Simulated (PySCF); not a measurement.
# C₅H₃OS radical: geometry, EPR parameters

What EPR parameters should C₅H₃OS radical (`O=c1c[c]scc1`) show?

Programs: PySCF 2.14.0, with density-fitted response routines of our own. Each step states its level of theory. These are calculated values for one molecule in the gas phase, unless marked as measured. Atoms are numbered from 0 throughout.

**1. The molecule as given**

10 atoms, charge 0, multiplicity 2; geometry from: GFN2-xTB.

Bonds of the start (Å): O0–C1 1.21, C1–C2 1.48, C2–C3 1.31, C3–S4 1.68, S4–C5 1.73, C5–C6 1.34, C6–C1 1.45, C2–H7 1.08, C5–H8 1.08, C6–H9 1.08.

**2. Relaxing the molecule at PBE0-D3(BJ)/def2-SVP**

What the job is given:

```
{"job": {"xc": "PBE0", "basis": "def2-SVP", "d3": "d3bj", "grid": 1, "kind": "geom"}, "charge": 0, "multiplicity": 2}
O     -1.350620    -1.628830    -0.919020
C     -0.721440    -0.731780    -0.394390
C     -1.398780     0.272180     0.461270
C     -0.780680     1.266610     1.057530
S      0.851170     1.672460     1.034970
C      1.455540     0.412160     0.012370
C      0.714240    -0.554990    -0.544410
H     -2.462950     0.118680     0.558900
H      2.521240     0.479980    -0.140470
H      1.190060    -1.297160    -1.171790
```

The log of the run:

```text
step   0  E = -664.88965804  max force = 0.011355
step   1  E = -664.89137432  max force = 0.003618
step   2  E = -664.89144404  max force = 0.001676
step   3  E = -664.89144874  max force = 0.000898
step   4  E = -664.89145957  max force = 0.000206
optimisation converged
```

Run time: 49 s. Hardware: 1 thread, shared host.

Step by step:

```csv
step,energy from step 0 (eV),largest force component (eV/Å)
0,0.0000,0.5839
1,-0.0467,0.1860
2,-0.0486,0.0862
3,-0.0487,0.0462
4,-0.0490,0.0106
```

Close pairs (by a distance rule), those that changed most:

```csv
bond,before (Å),after (Å),change (Å)
C1–C6,1.454,1.475,+0.020
C5–H8,1.079,1.094,+0.016
C2–C3,1.314,1.330,+0.016
C2–H7,1.080,1.094,+0.015
C6–H9,1.082,1.093,+0.011
S4–C5,1.732,1.742,+0.011
C5–C6,1.340,1.347,+0.008
C3–S4,1.682,1.688,+0.006
```

The next job starts from the end point, and lists it.

```csv
at the end point,value
point group (found at 0.08 Å tolerance),Cs
"rotational constants (GHz, main isotopes)","5.414, 1.893, 1.403"
dipole moment (D),3.25
⟨S²⟩,0.761
```

**3. g tensor and hyperfine couplings: B3LYP/IGLO-III+pcH-1**

What the job is given:

```
{"job": {"kind": "epr"}, "charge": 0, "multiplicity": 2}
O     -1.318810    -1.652359    -0.935026
C     -0.729539    -0.738890    -0.394043
C     -1.435978     0.255247     0.458860
C     -0.781222     1.250532     1.049235
S      0.847997     1.692065     1.050798
C      1.462127     0.429629     0.018679
C      0.725267    -0.548945    -0.542636
H     -2.515589     0.112393     0.565155
H      2.542516     0.499928    -0.141737
H      1.221011    -1.290290    -1.174324
```

With the program's defaults for keys left out, this is: UKS B3LYP, IGLO-III on C O S, pcH-1 on H, non-relativistic, mean-field spin-orbit, GIAO.

The log of the run:

```text
UKS, coarse grid
  cycle   1  E = -665.61078165  |g| = 6.49e-01
  cycle   2  E = -662.23179123  |g| = 2.22e+00
  cycle   3  E = -665.66120751  |g| = 4.28e-01
  cycle   4  E = -665.76406846  |g| = 1.97e-01
  cycle   5  E = -665.77791308  |g| = 1.03e-01
  cycle   6  E = -665.78253128  |g| = 2.59e-02
  cycle   7  E = -665.78289137  |g| = 8.17e-03
  cycle   8  E = -665.78293241  |g| = 3.54e-03
  cycle   9  E = -665.78294262  |g| = 1.98e-03
  cycle  10  E = -665.78294645  |g| = 1.33e-03
  cycle  11  E = -665.78294802  |g| = 5.10e-04
UKS, final grid
  cycle   1  E = -665.78293377  |g| = 7.16e-04
  cycle   2  E = -665.78293314  |g| = 1.39e-03
  cycle   3  E = -665.78293413  |g| = 2.37e-04
  cycle   4  E = -665.78293417  |g| = 1.42e-04
  cycle   5  E = -665.78293420  |g| = 1.15e-04
  cycle   6  E = -665.78293422  |g| = 2.99e-05
  cycle   7  E = -665.78293422  |g| = 9.11e-06
E = -665.78293422 Eh   <S^2> = 0.7579 (exact 0.7500)
g shifts (ppm)      1          2          3
  rmc          -177       -177       -177
  gc             19         19        -82
  oz_so        -625       -337       3305
  total        -782       -495       3047
hyperfine (MHz)  atom isotope    a_iso     a_fc   dipolar eigenvalues
    0   17O      -3.52      -3.40    -20.66      8.45     12.21
    1   13C      41.92      41.93     -7.15     -6.95     14.10
    2   13C     -25.14     -25.11    -17.25     -1.25     18.50
    3   13C     358.32     358.39    -69.82    -53.99    123.81
    4   33S      59.22      59.19     -3.70     -1.79      5.49
    5   13C      54.83      54.83     -6.06     -5.24     11.30
    6   13C       0.44       0.46     -3.03      0.04      2.99
    7    1H      89.13      89.14     -6.24     -4.96     11.20
    8    1H      49.53      49.53     -3.02     -1.63      4.66
    9    1H      10.78      10.78     -1.89     -0.28      2.17
```

It took 73 s on 1 thread, shared host.

Principal g values 2.00154, 2.00182, 2.00537; g(iso) = 2.00291, against 2.00232 for a free electron.

Hyperfine couplings, nucleus by nucleus at this fixed geometry (no averaging over rotations):

```csv
nuclei,isotope,a(iso) (MHz),"a(iso) (G, at g = 2.0023)",largest dipolar term (MHz)
C3,13C,358.3,127.9,123.8
H7,1H,89.1,31.8,11.2
S4,33S,59.2,21.1,5.5
C5,13C,54.8,19.6,11.3
H8,1H,49.5,17.7,4.7
C1,13C,41.9,15.0,14.1
C2,13C,-25.1,-9.0,18.5
H9,1H,10.8,3.8,2.2
O0,17O,-3.5,-1.3,-20.7
C6,13C,0.4,0.2,-3.0
```

Mulliken spin populations:

```csv
atom,value (e)
O0,0.05
C1,0.04
C2,-0.10
C3,0.88
S4,0.00
C5,0.05
C6,0.00
H7,0.04
H8,0.02
H9,0.01
```

In first order the couplings over 0.8 MHz of 1H give 8 distinct lines over 53.3 G.

**4. What came out**

```
                            quantity                 value
                         point group                    Cs
rotational constants (main isotopes)  5.41, 1.89, 1.40 GHz
                      g(iso) (B3LYP)               2.00291
                                ⟨S²⟩    0.758 (exact 0.75)
                      largest a(iso)  13C on C3, 358.3 MHz
```

**Reading.** Over 4 steps the energy fell by 0.049 eV; of the close pairs, C1–C6 changed most, 1.454 to 1.475 Å. No frequency check was run at this level, so the end point may be a saddle. C3 carries the largest spin population, 0.88 e. The isotropic g lies 0.6 ppt above the free-electron value.
